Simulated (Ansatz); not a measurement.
**AlF₂HS + H₂O: a complex and its separated parts**

The complex below is one end of an elementary step. How strongly is it bound against its free parts?

Program: Ansatz 0.2.0, Gaussian basis. Level of theory: PBE0-D4/def2-TZVP structures, single points in def2-TZVPP, no counterpoise correction. These are calculated values, not measurements.

Levels: SPW92, PBE-D4, BLYP-D4, r2SCAN-D4, B97M-V, PBE0-D4, B3LYP-D4, r2SCAN0-D4, BHLYP-D4, CAM-B3LYP-D4, wB97X-V, wB97M-V, B2PLYP, PBE-QIDH, RPA on PBE, Hartree-Fock, MP2, CCSD, CCSD(T).

Cores are frozen in the correlated methods. B3LYP uses VWN-RPA correlation. B2PLYP carries no dispersion term here.

21 further runs of the same task are left out: 21 set aside as unsound or not needed.

## Step 1: The starting structure

The complex: 8 atoms, charge 0, spin multiplicity 1.

Atoms are counted from 1 here; the program's logs count them from 0.

Bond lengths: Al1–S2 2.202 Å, Al1–F3 1.659 Å, Al1–F4 1.649 Å, Al1–O6 1.955 Å, S2–H7 1.344 Å, H5–O6 0.967 Å, O6–H8 0.966 Å. Angles: S2–Al1–F3 117.1°, S2–Al1–F4 117.2°, S2–Al1–O6 99.8°, F3–Al1–F4 117.9°, F3–Al1–O6 94.7°, F4–Al1–O6 103.4°, Al1–S2–H7 92.2°, Al1–O6–H5 109.0°, Al1–O6–H8 112.1°, H5–O6–H8 108.6°.

As a file:

```xyz
8
charge 0, multiplicity 1
Al   -0.41287   -0.22826   -0.58530
S     1.64257    0.29848   -1.17250
F    -0.79070   -1.84231   -0.51855
F    -1.60944    0.82916   -0.99723
H     0.63753    0.23519    1.57693
O    -0.26885   -0.01776    1.35347
H     1.28754    1.55763   -1.48185
H    -0.48577   -0.83224    1.82501
```

Its parts: AlF₂HS holds atoms 1, 2, 3, 4, 7; H₂O holds atoms 5, 6, 8. Each part counts its atoms afresh in its own runs.

## Step 2: Relaxing AlF₂HS alone

Contents of relax-a/in.yaml:

```yaml
crystal:
  periodic: [false, false, false]
  atoms:
    - {symbol: Al, position_ang: [-0.412874, -0.228259, -0.585296]}
    - {symbol: S, position_ang: [1.642572, 0.298484, -1.172500]}
    - {symbol: F, position_ang: [-0.790701, -1.842315, -0.518550]}
    - {symbol: F, position_ang: [-1.609442, 0.829160, -0.997226]}
    - {symbol: H, position_ang: [1.287541, 1.557634, -1.481849]}
basis:
  gaussian: {orbitals: def2-TZVP}
hamiltonian: {xc: pbe0, dispersion: d4}
relax: {f_tol: 0.005, max_steps: 200}
```

No record of the launch command was kept for these runs.

Standard output (excerpt; [...] marks lines left out):

```text
Functional definition: PBE0
  name "PBE0"
  cite "Adamo & Barone, J. Chem. Phys. 110, 6158 (1999) doi:10.1063/1.478522"
  cite "Perdew, Burke & Ernzerhof, Phys. Rev. Lett. 77, 3865 (1996) doi:10.1103/PhysRevLett.77.3865"
  parent pbe
[...]
906 factors; their error is unknown
[...]
mean field -22878.55020112 eV, -840.7712122528 hartree, gradient 4.6e-5 eV, S^2 0.000000; 0 other end points of the search recorded, 0 dependent functions left out
[...]
reference -22878.55022865 eV, -840.7712132647 hartree; 24, 24 occupied and 118, 118 virtual orbitals, 906 factors
relax step   1: F+E_penalty+E_count = -22878.63164186 eV  Δ(F+E_penalty+E_count) = +0.000e0 eV  max|allowed force component| = 1.472e0 eV/Å  Δτ_max = 0.0000 Å  (25 SCF iters, accepted)
[...]
relax step   6: F+E_penalty+E_count = -22878.84797991 eV  Δ(F+E_penalty+E_count) = -1.679e-5 eV  max|allowed force component| = 6.558e-3 eV/Å  Δτ_max = 0.0061 Å  (28 SCF iters, accepted)
[...]
relax step   7: F+E_penalty+E_count = -22878.84798318 eV  Δ(F+E_penalty+E_count) = -3.267e-6 eV  max|allowed force component| = 1.224e-4 eV/Å  Δτ_max = 0.0012 Å  (19 SCF iters, accepted)
906 factors; their error is unknown
[...]
mean field -22878.76643550 eV, -840.7791587199 hartree, gradient 6.9e-5 eV, S^2 0.000000; 1 other end points of the search recorded, 0 dependent functions left out
[...]
reference -22878.76646324 eV, -840.7791597393 hartree; 24, 24 occupied and 118, 118 virtual orbitals, 906 factors
Total energy: -22878.84801092 eV, -840.7821565612 hartree
Atom 0 at    -0.412458    -0.265233    -0.813334 Å, force     0.000122    -0.000092     0.000026 eV/Å
Atom 1 at     1.637706     0.289419    -1.165270 Å, force    -0.000071     0.000025     0.000105 eV/Å
Atom 2 at    -0.778005    -1.808419    -0.413821 Å, force     0.000037     0.000023    -0.000068 eV/Å
Atom 3 at    -1.617632     0.836174    -0.939290 Å, force    -0.000048     0.000117     0.000022 eV/Å
Atom 4 at     1.287485     1.562764    -1.423706 Å, force    -0.000041    -0.000074    -0.000085 eV/Å
Dipole moment:     0.165370     0.216292    -0.068338 e Å
```

Wall time 9.5 s (4 threads, shared host); peak memory 0.26 GiB.

Along the way:

```csv
step,energy from step 1 (eV),largest force component (eV/Å)
1,0.0000,1.4720
2,-0.1736,0.9989
3,-0.2101,0.4472
4,-0.2154,0.0409
5,-0.2163,0.0077
6,-0.2163,0.0066
7,-0.2163,0.0001
```

Distances of close pairs at the start and the end, largest changes first:

```csv
bond,before (Å),after (Å),change (Å)
Al1–S2,2.202,2.153,-0.049
Al1–F3,1.659,1.635,-0.024
Al1–F4,1.649,1.637,-0.012
S2–H5,1.344,1.346,+0.001
```

## Step 3: Relaxing H₂O alone

Contents of relax-b/in.yaml:

```yaml
crystal:
  periodic: [false, false, false]
  atoms:
    - {symbol: H, position_ang: [0.637525, 0.235195, 1.576933]}
    - {symbol: O, position_ang: [-0.268849, -0.017762, 1.353474]}
    - {symbol: H, position_ang: [-0.485774, -0.832237, 1.825014]}
basis:
  gaussian: {orbitals: def2-TZVP}
hamiltonian: {xc: pbe0, dispersion: d4}
relax: {f_tol: 0.005, max_steps: 200}
```

Standard output (excerpt; [...] marks lines left out):

```text
[... 5 set-up lines as earlier in the session ...]
[...]
239 factors; their error is unknown
[...]
mean field -2078.32147194 eV, -76.3769053567 hartree, gradient 1.3e-5 eV, S^2 0.000000; 0 other end points of the search recorded, 0 dependent functions left out
[...]
reference -2078.32148595 eV, -76.3769058718 hartree; 5, 5 occupied and 38, 38 virtual orbitals, 239 factors
relax step   1: F+E_penalty+E_count = -2078.32572917 eV  Δ(F+E_penalty+E_count) = +0.000e0 eV  max|allowed force component| = 4.320e-1 eV/Å  Δτ_max = 0.0000 Å  (23 SCF iters, accepted)
[...]
relax step   3: F+E_penalty+E_count = -2078.33724828 eV  Δ(F+E_penalty+E_count) = -2.171e-3 eV  max|allowed force component| = 4.913e-2 eV/Å  Δτ_max = 0.0093 Å  (26 SCF iters, accepted)
[...]
relax step   4: F+E_penalty+E_count = -2078.33733263 eV  Δ(F+E_penalty+E_count) = -8.435e-5 eV  max|allowed force component| = 1.625e-4 eV/Å  Δτ_max = 0.0017 Å  (27 SCF iters, accepted)
239 factors; their error is unknown
mean field -2078.33307679 eV, -76.3773318273 hartree, gradient 1.2e-5 eV, S^2 0.000000; 1 other end points of the search recorded, 0 dependent functions left out
[...]
reference -2078.33309080 eV, -76.3773323420 hartree; 5, 5 occupied and 38, 38 virtual orbitals, 239 factors
Total energy: -2078.33734663 eV, -76.3774887412 hartree
Atom 0 at     0.624677     0.216159     1.584524 Å, force     0.000027     0.000137    -0.000083 eV/Å
Atom 1 at    -0.276447    -0.010949     1.345379 Å, force     0.000111    -0.000162     0.000162 eV/Å
Atom 2 at    -0.465328    -0.820015     1.825517 Å, force    -0.000138     0.000026    -0.000079 eV/Å
Dipole moment:     0.262622    -0.214582     0.265217 e Å
```

Run time: 0.6 s. Hardware: 4 threads, shared host.

Along the way:

```csv
step,energy from step 1 (eV),largest force component (eV/Å)
1,0.0000,0.4320
2,-0.0093,0.1434
3,-0.0115,0.0491
4,-0.0116,0.0002
```

Distances of close pairs at the start and the end, largest changes first:

```csv
bond,before (Å),after (Å),change (Å)
H1–O2,0.967,0.960,-0.008
O2–H3,0.966,0.960,-0.006
```

## Step 4: wB97M-V/def2-TZVPP

Contents of parta/in.yaml:

```yaml
crystal:
  periodic: [false, false, false]
  atoms:
    - {symbol: Al, position_ang: [-0.412458, -0.265233, -0.813334]}
    - {symbol: S, position_ang: [1.637706, 0.289419, -1.165270]}
    - {symbol: F, position_ang: [-0.778005, -1.808419, -0.413821]}
    - {symbol: F, position_ang: [-1.617632, 0.836174, -0.939290]}
    - {symbol: H, position_ang: [1.287485, 1.562764, -1.423706]}
basis:
  gaussian: {orbitals: def2-TZVPP}
hamiltonian: {xc: {name: wB97M-V}}
```

Contents of partb/in.yaml:

```yaml
crystal:
  periodic: [false, false, false]
  atoms:
    - {symbol: H, position_ang: [0.624677, 0.216159, 1.584524]}
    - {symbol: O, position_ang: [-0.276447, -0.010949, 1.345379]}
    - {symbol: H, position_ang: [-0.465328, -0.820015, 1.825517]}
basis:
  gaussian: {orbitals: def2-TZVPP}
hamiltonian: {xc: {name: wB97M-V}}
```

Log of parta (excerpt; [...] marks lines left out):

```text
Functional definition: wB97M-V
  name "wB97M-V"
  cite "Mardirossian & Head-Gordon, J. Chem. Phys. 144, 214110 (2016) doi:10.1063/1.4952647"
  cite "Becke, J. Chem. Phys. 107, 8554 (1997) doi:10.1063/1.475007"
  cite "Vydrov & Van Voorhis, J. Chem. Phys. 133, 244103 (2010) doi:10.1063/1.3521275"
  # Of w^i u^j: cxij and so on, Table III.
[...]
  gx(w, u) = 1 - cx + cx01*u + cx10*w
  gss(w, u) = css00 + css04*u^4 + css10*w + css20*w^2 + css43*w^4*u^3
  gos(w, u) = cos00 + cos10*w + (cos20 + cos21*u)*w^2 + (cos60 + cos61*u)*w^6
[...]
      + integral(e_c_pw_mod_opposite_spin*gos(b97_w_opposite, b97_u_opposite)) + vv10(b, c)
934 factors; their error is unknown
183 factors; integrals over basis functions are off by at most 1.4e-5 eV
[...]
mean field -22888.70148632 eV, -841.1442651032 hartree, gradient 7.3e-5 eV, S^2 0.000000; 0 other end points of the search recorded, 0 dependent functions left out
reference -22888.70153105 eV, -841.1442667468 hartree; 24, 24 occupied and 136, 136 virtual orbitals, 934 factors
Total energy: -22888.70153105 eV, -841.1442667468 hartree
```

partb printed (excerpt; [...] marks lines left out):

```text
[... 5 set-up lines as earlier in the session ...]
  # Of w^i u^j: cxij and so on, Table III.
[...]
  gx(w, u) = 1 - cx + cx01*u + cx10*w
  gss(w, u) = css00 + css04*u^4 + css10*w + css20*w^2 + css43*w^4*u^3
  gos(w, u) = cos00 + cos10*w + (cos20 + cos21*u)*w^2 + (cos60 + cos61*u)*w^6
[...]
      + integral(e_c_pw_mod_opposite_spin*gos(b97_w_opposite, b97_u_opposite)) + vv10(b, c)
269 factors; their error is unknown
69 factors; integrals over basis functions are off by at most 2.2e-5 eV
[...]
mean field -2079.85938291 eV, -76.4334225425 hartree, gradient 2.9e-5 eV, S^2 0.000000; 0 other end points of the search recorded, 0 dependent functions left out
reference -2079.85940491 eV, -76.4334233513 hartree; 5, 5 occupied and 54, 54 virtual orbitals, 269 factors
Total energy: -2079.85940491 eV, -76.4334233513 hartree
```

Times: 3.6 s (parta), 0.35 s (partb) on 4 threads, shared host; peak memory 0.4 GiB.

## Step 5: CCSD(T)/def2-TZVPP

The same edit goes into each in.yaml of step 4 (parta, partb):

```diff
-hamiltonian: {xc: {name: wB97M-V}}
+correlation: {method: ccsd_t}
```

Output in parta (excerpt; [...] marks lines left out):

```text
Functional definition: HF
  name "HF"
  cite "Fock, Z. Phys. 61, 126 (1930) doi:10.1007/BF01340294"
[... 1 set-up line as earlier in the session ...]
[...]
983 factors; integrals over basis functions are off by at most 1.0e-3 eV
[...]
mean field -22836.67725148 eV, -839.2324097360 hartree, gradient 2.0e-6 eV, S^2 0.000000; 0 other end points of the search recorded, 0 dependent functions left out
12 core orbitals not correlated: weight in the atoms' cores, before any rotation towards them, 1.000 or more for the frozen orbitals, at most 0.000 for the correlated occupied ones
reference -22836.67725148 eV, -839.2324097360 hartree; 12, 12 occupied and 136, 136 virtual orbitals, 983 factors
second order -20.38410437 eV of doubles, -0.00000000 eV of singles
cycle   1  -20.39893743 eV  change   -1.5e-2 eV  update   9.4e-2
[...]
cycle   9  -20.88828834 eV  change   -9.4e-6 eV  update   1.3e-5
perturbative correction -0.68117242 eV, -0.0250326249 hartree
Total energy: -22858.24671224 eV, -840.0250727989 hartree
```

partb printed (excerpt; [...] marks lines left out):

```text
[... 4 set-up lines as earlier in the session ...]
[...]
361 factors; integrals over basis functions are off by at most 7.6e-4 eV
[...]
mean field -2069.76240806 eV, -76.0623655608 hartree, gradient 3.6e-6 eV, S^2 0.000000; 0 other end points of the search recorded, 0 dependent functions left out
1 core orbitals not correlated: weight in the atoms' cores, before any rotation towards them, 1.000 or more for the frozen orbitals, at most 0.000 for the correlated occupied ones
reference -2069.76240806 eV, -76.0623655608 hartree; 4, 4 occupied and 54, 54 virtual orbitals, 361 factors
second order -7.10557158 eV of doubles, -0.00000000 eV of singles
cycle   1  -7.11163184 eV  change   -6.1e-3 eV  update   4.1e-2
[...]
cycle   8  -7.26608805 eV  change    3.7e-6 eV  update   7.2e-6
perturbative correction -0.20740386 eV, -0.0076219513 hartree
Total energy: -2077.23589997 eV, -76.3370113228 hartree
```

Wall times: 14 s (parta), 0.2 s (partb) on 4 threads, shared host; peak memory 1.1 GiB.

## Step 6: Vibrations of AlF₂HS

Contents of vib-parta/in.yaml:

```yaml
crystal:
  periodic: [false, false, false]
  atoms:
    - {symbol: Al, position_ang: [-0.412458, -0.265233, -0.813334]}
    - {symbol: S, position_ang: [1.637706, 0.289419, -1.165270]}
    - {symbol: F, position_ang: [-0.778005, -1.808419, -0.413821]}
    - {symbol: F, position_ang: [-1.617632, 0.836174, -0.939290]}
    - {symbol: H, position_ang: [1.287485, 1.562764, -1.423706]}
basis:
  gaussian: {orbitals: def2-TZVP}
hamiltonian: {xc: pbe0, dispersion: d4}
phonons: {temperatures: {t_min: 298.15, t_max: 900, t_step: 200}}
```

Standard output (excerpt; [...] marks lines left out):

```text
[... 5 set-up lines as earlier in the session ...]
[...]
906 factors; their error is unknown
[...]
mean field -22878.76642674 eV, -840.7791583979 hartree, gradient 2.7e-5 eV, S^2 0.000000; 0 other end points of the search recorded, 0 dependent functions left out
[...]
reference -22878.76645448 eV, -840.7791594172 hartree; 24, 24 occupied and 118, 118 virtual orbitals, 906 factors
[... from here to the last solve, the lines of the solves are left out (29 solves) ...]
906 factors; their error is unknown
[...]
mean field -22878.76642376 eV, -840.7791582883 hartree, gradient 2.8e-6 eV, S^2 0.000000; 0 other end points of the search recorded, 0 dependent functions left out
[...]
reference -22878.76645149 eV, -840.7791593075 hartree; 24, 24 occupied and 118, 118 virtual orbitals, 906 factors
Total energy: -22878.84800216 eV, -840.7821562392 hartree
Atom 0 at    -0.412458    -0.265233    -0.813334 Å, force     0.000049    -0.000071     0.000024 eV/Å
Atom 1 at     1.637706     0.289419    -1.165270 Å, force    -0.000011     0.000017     0.000104 eV/Å
Atom 2 at    -0.778005    -1.808419    -0.413821 Å, force     0.000077     0.000003    -0.000066 eV/Å
Atom 3 at    -1.617632     0.836174    -0.939290 Å, force    -0.000052     0.000144     0.000018 eV/Å
Atom 4 at     1.287485     1.562764    -1.423706 Å, force    -0.000064    -0.000093    -0.000080 eV/Å
Dipole moment:     0.165371     0.216293    -0.068339 e Å
Vibrations: 157.96 228.44 255.16 264.81 482.11 667.98 816.54 942.77 2704.09 cm⁻¹, zero-point energy 0.404180 eV
```

Wall time 25 s (4 threads, shared host); peak memory 0.26 GiB.

Wavenumbers and character of the modes:

```csv
mode,wavenumber (cm⁻¹),character
1,158,bend
2,228,bend
3,255,out-of-plane bend with torsion
4,265,torsion
5,482,Al–S stretch
6,668,bend
7,817,Al–F stretch
8,943,Al–F stretch
9,2704,S–H stretch
```

Vibrational sums (real modes only):

```csv
T (K),entropy (J/mol/K),heat capacity (J/mol/K)
298,38.3,43.7
498,63.9,55.5
698,83.6,61.1
898,99.5,64.6
```

## Step 7: Vibrations of H₂O

Contents of vib-partb/in.yaml:

```yaml
crystal:
  periodic: [false, false, false]
  atoms:
    - {symbol: H, position_ang: [0.624677, 0.216159, 1.584524]}
    - {symbol: O, position_ang: [-0.276447, -0.010949, 1.345379]}
    - {symbol: H, position_ang: [-0.465328, -0.820015, 1.825517]}
basis:
  gaussian: {orbitals: def2-TZVP}
hamiltonian: {xc: pbe0, dispersion: d4}
phonons: {temperatures: {t_min: 298.15, t_max: 900, t_step: 200}}
```

Standard output (excerpt; [...] marks lines left out):

```text
[... 5 set-up lines as earlier in the session ...]
[...]
239 factors; their error is unknown
[...]
mean field -2078.33307679 eV, -76.3773318273 hartree, gradient 1.2e-5 eV, S^2 0.000000; 0 other end points of the search recorded, 0 dependent functions left out
[...]
reference -2078.33309080 eV, -76.3773323420 hartree; 5, 5 occupied and 38, 38 virtual orbitals, 239 factors
[...]
239 factors; their error is unknown
[...]
mean field -2078.33306243 eV, -76.3773312994 hartree, gradient 1.2e-6 eV, S^2 0.000000; 0 other end points of the search recorded, 0 dependent functions left out
[...]
reference -2078.33307643 eV, -76.3773318139 hartree; 5, 5 occupied and 38, 38 virtual orbitals, 239 factors
[...]
mean field -2078.33296336 eV, -76.3773276586 hartree, gradient 1.2e-6 eV, S^2 0.000000; 0 other end points of the search recorded, 0 dependent functions left out
[...]
reference -2078.33297733 eV, -76.3773281724 hartree; 5, 5 occupied and 38, 38 virtual orbitals, 239 factors
[...]
239 factors; their error is unknown
mean field -2078.33295676 eV, -76.3773274161 hartree, gradient 1.2e-6 eV, S^2 0.000000; 0 other end points of the search recorded, 0 dependent functions left out
[...]
reference -2078.33297079 eV, -76.3773279317 hartree; 5, 5 occupied and 38, 38 virtual orbitals, 239 factors
Total energy: -2078.33734664 eV, -76.3774887412 hartree
Atom 0 at     0.624677     0.216159     1.584524 Å, force    -0.000013     0.000124    -0.000092 eV/Å
Atom 1 at    -0.276447    -0.010949     1.345379 Å, force     0.000155    -0.000126     0.000156 eV/Å
Atom 2 at    -0.465328    -0.820015     1.825517 Å, force    -0.000142     0.000002    -0.000064 eV/Å
Dipole moment:     0.262622    -0.214582     0.265217 e Å
Vibrations: 1622.93 3851.63 3959.34 cm⁻¹, zero-point energy 0.584827 eV
```

Run time: 0.55 s. Hardware: 4 threads, shared host.

Wavenumbers and character of the modes:

```csv
mode,wavenumber (cm⁻¹),character
1,1623,bend
2,3852,O–H stretch
3,3959,O–H stretch
```

Vibrational sums (real modes only):

```csv
T (K),entropy (J/mol/K),heat capacity (J/mol/K)
298,0.0,0.2
498,0.4,1.7
698,1.4,3.9
898,2.6,6.1
```

## Step 8: Complex less separated parts

The complex's own energies come from single points at the same levels. Levels not printed above were run the same way.

Rows are in def2-TZVPP; times add the 3 runs of a level on a shared host, so small differences are noise.

Differences are taken before rounding.

```csv
method,rung,complex less parts (kcal/mol),from CCSD(T) (kcal/mol),time
SPW92,LDA,-32.9,-6.1,1.6 s
PBE-D4,GGA,-26.1,+0.8,2.4 s
BLYP-D4,GGA,-24.4,+2.4,2.4 s
r2SCAN-D4,meta-GGA,-28.6,-1.7,5.6 s
B97M-V,meta-GGA,-27.5,-0.6,11 s
PBE0-D4,hybrid,-27.7,-0.8,3.8 s
B3LYP-D4,hybrid,-26.3,+0.5,3.5 s
r2SCAN0-D4,hybrid,-29.4,-2.6,6.4 s
BHLYP-D4,hybrid,-28.5,-1.7,3.4 s
CAM-B3LYP-D4,range-separated hybrid,-28.2,-1.3,3.9 s
wB97X-V,range-separated hybrid,-27.9,-1.1,8.9 s
wB97M-V,range-separated hybrid,-28.1,-1.2,11 s
B2PLYP,double hybrid,-25.6,+1.2,6.2 s
PBE-QIDH,double hybrid,-28.0,-1.1,6.3 s
RPA on PBE,RPA,-25.0,+1.9,5.7 s
Hartree-Fock,wavefunction,-25.1,+1.8,
MP2,wavefunction,-26.8,0.0,
CCSD,wavefunction,-26.6,+0.3,
CCSD(T),wavefunction,-26.9,0,1.7 min
```

Among the levels timed on like hardware and quicker than the yardstick, those that no quicker one beats, quickest first: SPW92 (1.6 s, -6.1 kcal/mol); PBE-D4 (2.4 s, +0.8 kcal/mol); B3LYP-D4 (3.5 s, +0.5 kcal/mol).

B3LYP-D4 reaches 0.5 kcal/mol from the reference in 3.5 s, where CCSD(T) took 1.7 min; the quickest level in the cost chart, SPW92, takes 1.6 s and misses by 6.1 kcal/mol.

The complex's zero-point energy, from a separate PBE0-D4 run, is 1.098 eV.

## Step 9: Outcome

```
                              quantity           value
complex less parts, CCSD(T)/def2-TZVPP  -26.9 kcal/mol
                with zero-point energy  -24.4 kcal/mol
                 largest T1 diagnostic           0.012
```

**Reading.** At CCSD(T) the complex lies 26.9 kcal/mol below its parts. Among the functionals B3LYP-D4 lands nearest to CCSD(T) (+0.5 kcal/mol) and SPW92 farthest (-6.1 kcal/mol). By rung, the mean size of the error is: LDA 6.1, GGA 1.6, meta-GGA 1.2, hybrid 1.4, range-separated hybrid 1.2, double hybrid 1.2 kcal/mol. PBE-D4 gives a relative energy 0.8 kcal/mol too high, inside chemical accuracy (1 kcal/mol). No counterpoise was applied, and triple zeta lacks some correlation, so the CCSD(T) reference has a basis error of its own, and close matches with it are partly luck.
